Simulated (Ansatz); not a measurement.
**H6O2SSi: a relaxation**

Where does the structure go when it is relaxed from here with these settings?

Method: PBE0-D4/STO-3G; program: Ansatz 0.2.0, Gaussian basis.

**1. The system as given**

The start, a first-order saddle point found at PBE0-D4 in triple zeta: 10 atoms, charge 0, spin multiplicity 1.

Atoms are counted from 1 here; the program's logs count them from 0.

Bond lengths: Si1–H3 1.473 Å, Si1–H4 1.477 Å, Si1–O5 1.676 Å, Si1–O7 1.836 Å, S2–H8 1.342 Å, O5–H9 0.959 Å, H6–O7 1.059 Å, O7–H10 0.966 Å. Angles: H3–Si1–H4 126.9°, H3–Si1–O5 96.8°, H3–Si1–O7 116.6°, H4–Si1–O5 103.2°, H4–Si1–O7 111.2°, O5–Si1–O7 92.2°, Si1–O5–H9 116.7°, Si1–O7–H6 96.0°, Si1–O7–H10 117.1°, H6–O7–H10 119.6°.

Geometry (Å):

```mol
H6O2SSi
  3D, bonds by distance, orders not assigned

 10  8  0  0  0  0  0  0  0  0999 V2000
   -0.0624   -0.4457   -0.4837 Si  0  0
    0.9980   -0.8979    1.7641 S   0  0
    1.3140   -0.4078   -1.0069 H   0  0
   -0.8809   -1.6477   -0.2275 H   0  0
   -0.8028    0.2457   -1.8187 O   0  0
    0.0628    0.6824    1.4153 H   0  0
   -0.5659    0.9440    0.6046 O   0  0
    2.1999   -0.3983    1.4378 H   0  0
   -1.7438    0.0915   -1.9174 H   0  0
   -0.5190    1.8339    0.2322 H   0  0
  1  3  8  0
  1  4  8  0
  1  5  8  0
  1  7  8  0
  2  8  8  0
  5  9  8  0
  6  7  8  0
  7 10  8  0
M  END
```

**2. The relaxation**

Contents of run/in.yaml:

```yaml
crystal:
  periodic: [false, false, false]
  atoms:
    - {symbol: Si, position_ang: [-0.062399, -0.445730, -0.483661]}
    - {symbol: S, position_ang: [0.997954, -0.897944, 1.764142]}
    - {symbol: H, position_ang: [1.313983, -0.407827, -1.006850]}
    - {symbol: H, position_ang: [-0.880921, -1.647682, -0.227467]}
    - {symbol: O, position_ang: [-0.802759, 0.245712, -1.818722]}
    - {symbol: H, position_ang: [0.062803, 0.682433, 1.415349]}
    - {symbol: O, position_ang: [-0.565892, 0.944031, 0.604602]}
    - {symbol: H, position_ang: [2.199919, -0.398272, 1.437786]}
    - {symbol: H, position_ang: [-1.743765, 0.091530, -1.917392]}
    - {symbol: H, position_ang: [-0.519022, 1.833949, 0.232211]}
basis:
  gaussian: {orbitals: STO-3G}
hamiltonian: {xc: pbe0, dispersion: d4}
relax: {f_tol: 0.03, max_steps: 60, escape_saddle: false}
```

Launch:

```
$ ansatz run in.yaml --threads 4 --pin off --events-out ev --progress --plain --max-ram 9574MiB
```

Before running it: what results should come out? Wanted: energy change; last largest force; RMSD from the start.

As calculated:

| quantity | value |
| --- | --- |
| steps | 22 |
| energy change | -31.7 kcal/mol |
| last largest force | 0.0106 eV/Å |
| RMSD from the start | 0.733 Å |

It converged in 22 steps at a force tolerance of 0.03 eV/Å. It left the saddle.
